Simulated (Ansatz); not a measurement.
**Cu: a slab and its surfaces, (111), 6 layers**

Aim: cut a slab of Cu (111), 6 layers from the relaxed bulk, relax it, and get surface energy and work function. The runs shown use PAW. Its runs: bulk cell relaxed (PAW); bulk in the slab's orientation (PAW); the reference run (PAW); atoms relaxed (PAW); no images along the normal (PAW); core holes in 2p of Cu (PAW).

Method: DFT, PBE, PAW with Ansatz's default frozen-core files, scalar-relativistic, in Ansatz 0.2.0.

**1. The structure to begin with**

The structure is cubic, space group Fm-3m (No. 225). Conventional cell: a = 3.629 Å, b = 3.629 Å, c = 3.629 Å, α = 90.00°, β = 90.00°, γ = 90.00°. Cu (site symmetry m-3m) is surrounded by 12 Cu at 2.57 Å.

Structure file:

```xyz
1
Lattice="0.0000 1.8146 1.8146 1.8146 0.0000 1.8146 1.8146 1.8146 0.0000" Properties=species:S:1:pos:R:3 pbc="T T T"
Cu    0.0000    0.0000    0.0000
```

**2. Bulk cell relaxed, PAW**

input.yaml

```yaml
crystal:
  lattice:
    - [0.0, 1.8145933008, 1.8145933008]
    - [1.8145933008, 0.0, 1.8145933008]
    - [1.8145933008, 1.8145933008, 0.0]
  atoms:
    - { symbol: Cu, position: [0.0, 0.0, 0.0] }
kpoints:
  mp_grid: { grid: [20, 20, 20] }
scf:
  occupations: { method: fermi_dirac, width: 0.1 }
hamiltonian:
  xc: pbe
  pseudopotentials: { kind: paw }
output:
  forces: true
  stress: true
  write_density: true
  write_potential: true
  elf: true
  volumetric_format: npy
relax:
  f_tol: 0.005
  max_steps: 40
  cell: {}
```

Started as:

```sh
ansatz run input.yaml --threads 2 --pin off --max-ram 4096MiB --backend cpu --events-out ev --progress --plain --runs-dir out
```

The runs that follow: Bulk in the slab's orientation, PAW; Slab as cut, PAW; Atoms relaxed, PAW; No images along the normal, PAW; Core holes in 2p of Cu, PAW.

Q: Predict the outcome of this session. Wanted: surface energy; work function; outer layer spacing; core-level shifts among the layers.

As calculated:

| quantity | value |
| --- | --- |
| surface energy (PAW, relaxed) | 1.34 J/m² |
| work function (PAW, relaxed) | 4.81 eV |
| outer layer spacing (PAW) | 2.10 → 2.08 Å |
| core-level shifts among the layers (PAW holes) | Cu1 +0.00, Cu2 +0.29, Cu3 +0.27 eV |

**Reading.** By PAW the surface costs 1.34 J/m² as cut and 1.34 J/m² relaxed. The outermost spacing changes by -0.8 % (PAW). Thickness wasn't converged, and no reconstruction was sought.
